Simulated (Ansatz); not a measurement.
# AlAs (singlet): wave-function methods side by side at distance Al1–As2 = 3.037 Å, 6-31G

How much of the correlation energy of AlAs (singlet) does each wave-function method recover here?

Program: Ansatz 0.2.0, Gaussian basis. Level of theory: 6-31G, core rule «outside noble gas», up to 19 orbitals frozen. These are calculated values, not measurements.

To be run: UHF; CCSD(T) on RHF; CCSD(T) on UHF; BCCD(T) on RHF; CISD; CCSDT(Q) on RHF; CCSDT(Q) on UHF; CCSDTQ on RHF; CASSCF and MRCISD+Q, 2 electrons in 2 orbitals; CASSCF and NEVPT2, 2 electrons in 2 orbitals; CASSCF and MRCISD+Q, 8 electrons in 8 orbitals; CASSCF and NEVPT2, 8 electrons in 8 orbitals; Full CI.

23 further runs of the same task are left out: 19 that didn't finish, 4 set aside as unsound or not needed.

### Step 1. The system

The geometry derives from a PBE0/def2-TZVP stationary point (not a proven minimum). One bond is set to the value named and the two fragments are kept rigid. No spin-orbit coupling is included. The filled d shell of As may be among the frozen orbitals whatever the setting's name suggests; the logs give the count.

2 atoms, charge 0, spin multiplicity 1.

Atoms are counted from 1 here; the program's logs count them from 0.

No contacts short enough for the rule that draws bonds.

### Step 2. UHF

in.yaml

```yaml
crystal:
  periodic: [false, false, false]
  atoms:
    - {symbol: Al, position_ang: [0.000000, 0.000000, 0.000000]}
    - {symbol: As, position_ang: [0.000000, 0.000000, 3.037000]}
basis:
  gaussian: {orbitals: 6-31G}
magnetization: {spin_polarized: true, initial_magnetization: 0}
hamiltonian: {xc: hf}
output: {orbitals: {seedname: orbitals}}
```

On the command line:

```console
$ ansatz run in.yaml --threads 1 --pin off --events-out ev --progress --plain --max-ram 2393MiB
```

After this run come: CCSD(T) on RHF; CCSD(T) on UHF; BCCD(T) on RHF; CISD; CCSDT(Q) on RHF; CCSDT(Q) on UHF; CCSDTQ on RHF; CASSCF and MRCISD+Q, 2 electrons in 2 orbitals; CASSCF and NEVPT2, 2 electrons in 2 orbitals; CASSCF and MRCISD+Q, 8 electrons in 8 orbitals; CASSCF and NEVPT2, 8 electrons in 8 orbitals; Full CI.

**Question.** What will the summary of the whole plan be? Wanted: FCI below the RHF energy; RMP2 from FCI; RCCSD from FCI; RCCSD(T) from FCI; RCCSDT(Q) from FCI; NEVPT2 pair from FCI; MRCISD+Q pair from FCI; NEVPT2 valence from FCI; T1 diagnostic.

The runs gave:

| quantity | value |
| --- | --- |
| FCI below the RHF energy | -2.6994 eV |
| RMP2 from FCI | +1007.5 meV |
| RCCSD from FCI | +247.1 meV |
| RCCSD(T) from FCI | +128.8 meV |
| RCCSDT(Q) from FCI | -1.2 meV |
| NEVPT2 pair from FCI | +700.4 meV |
| MRCISD+Q pair from FCI | -17.9 meV |
| NEVPT2 valence from FCI | +244.9 meV |
| levels within 1 kcal/mol (43 meV) | RCCSDT, RCCSDT(Q), RCCSDTQ, MRCISD+Q pair, MRCISD valence, MRCISD+Q valence |
| T1 diagnostic | 0.029 |
| effectively unpaired electrons | 2.11 |

RCCSD(T) lands +128.8 meV from the yardstick (4.8 % of the correlation energy). MRCISD+Q pair, MRCISD+Q valence fall below full CI: the +Q correction isn't variational, and the cores differ from full CI's. With 2.1 effectively unpaired electrons against 0 the state is strongly multireference. Coupled cluster on one determinant still stays close here. Of the multireference levels listed MRCISD+Q valence comes nearest in total energy (-2.2 meV), which doesn't show that its space is the better one. These misses are within one basis, not against nature.
